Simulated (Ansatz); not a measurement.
# CH6N2OSi: the cost of one run

Computed with the Python package of Ansatz 0.2.0. Level of theory: Hartree-Fock/6-31G*.

## 1. The system

Bond lengths: N1–C2 1.418 Å, C2–O3 1.388 Å, C2–N4 1.339 Å, C2–Si5 1.876 Å, N4–Si5 1.719 Å, N1–H6 1.010 Å, N1–H7 0.996 Å, O3–H8 0.940 Å, N4–H9 1.084 Å, Si5–H10 1.489 Å, Si5–H11 1.460 Å. Angles (14 of 19 angles, heavy atoms first): N1–C2–O3 111.8°, N1–C2–N4 112.5°, N1–C2–Si5 126.5°, O3–C2–N4 111.3°, O3–C2–Si5 119.5°, N4–C2–Si5 62.0°, C2–N4–Si5 74.5°, C2–Si5–N4 43.5°, C2–N1–H6 111.6°, C2–N1–H7 111.7°, C2–O3–H8 111.6°, C2–N4–H9 110.7°, Si5–N4–H9 107.0°, C2–Si5–H10 118.9°.

The script holds or builds the structure itself.

## 2. The script

File run_torsion.py:

```python
"""Rigid torsion scan of CH6N2OSi."""

from dataclasses import dataclass
import warnings

import ansatz as az
from ase import Atoms


@dataclass(frozen=True)
class Settings:
    basis: str = "6-31G*"
    xc: str = "HF"
    fmax: float = 0.02


cfg = Settings()

warnings.simplefilter("ignore", az.DeckWarning)

atoms = Atoms(["N", "C", "O", "N", "Si", "H", "H", "H", "H", "H", "H"], positions=[
    (0.7257, 1.1561, 0.7758),
    (0.4211, 0.0135, -0.0061),
    (1.4629, -0.904, -0.0063),
    (-0.7323, -0.5619, 0.3566),
    (-0.9347, -0.1273, -1.2946),
    (1.5541, 1.6263, 0.441),
    (0.9036, 0.9159, 1.7256),
    (1.1901, -1.7383, 0.3296),
    (-1.3358, 0.1234, 0.9404),
    (-2.0684, 0.8379, -1.2545),
    (-1.1208, -1.3987, -1.9869),
])

# start the scan from a relaxed geometry
first = (
    az.Crystal.molecule_from_ase(atoms).calculation()
    .basis(gaussian=cfg.basis)
    .functional(cfg.xc)
    .accuracy("medium")
    .scf(lower_state_search="light")
    .relax(force_tolerance=cfg.fmax, max_steps=80)
)
atoms.positions = first.run(threads=1).report["positions_ang"]

start = atoms.get_dihedral(2, 1, 0, 5)
energies = {}
for turn in range(0, 360, 40):
    turned = atoms.copy()
    turned.set_dihedral(2, 1, 0, 5, start + turn, indices=[0, 5, 6])
    calc = az.Crystal.molecule_from_ase(turned).calculation()
    calc = calc.basis(gaussian=cfg.basis)
    calc = calc.functional(cfg.xc)
    calc = calc.accuracy("medium")
    calc = calc.scf(lower_state_search="light")
    energies[round((start + turn) % 360)] = calc.run(threads=1).report["free_energy_ev"]
floor = min(energies.values())
print("dihedral O2-C1-N0-H5 (deg)   E - E(min) (kJ/mol)")
for angle, e in sorted(energies.items()):
    print(f"{angle:8d} {96.485332 * (e - floor):14.3f}  " + "#" * int(30 * (e - floor) / max(max(energies.values()) - floor, 1e-9)))
```

## 3. What the engine is handed

The package turns the script's settings into the engine's input (first run):

```yaml
crystal:
  periodic: [false, false, false]
  atoms:
    - { symbol: "N", position_ang: [0.7257, 1.1561, 0.7758] }
    - { symbol: C, position_ang: [0.4211, 0.0135, -0.0061] }
    - { symbol: O, position_ang: [1.4629, -0.904, -0.0063] }
    - { symbol: "N", position_ang: [-0.7323, -0.5619, 0.3566] }
    - { symbol: Si, position_ang: [-0.9347, -0.1273, -1.2946] }
    - { symbol: H, position_ang: [1.5541, 1.6263, 0.441] }
    - { symbol: H, position_ang: [0.9036, 0.9159, 1.7256] }
    - { symbol: H, position_ang: [1.1901, -1.7383, 0.3296] }
    - { symbol: H, position_ang: [-1.3358, 0.1234, 0.9404] }
    - { symbol: H, position_ang: [-2.0684, 0.8379, -1.2545] }
    - { symbol: H, position_ang: [-1.1208, -1.3987, -1.9869] }
accuracy: medium
basis:
  gaussian:
    orbitals: "6-31G*"
hamiltonian:
  xc: hf
scf:
  lower_state_search: light
relax:
  f_tol: 0.02
  max_steps: 80
```

## 4. Running it

The run is started by

```bash
$ python run_torsion.py
```

What time and memory should one allow on 1 thread of Arm Neoverse V2, shared host?

About 47 s, with a peak of 0.25 GiB.
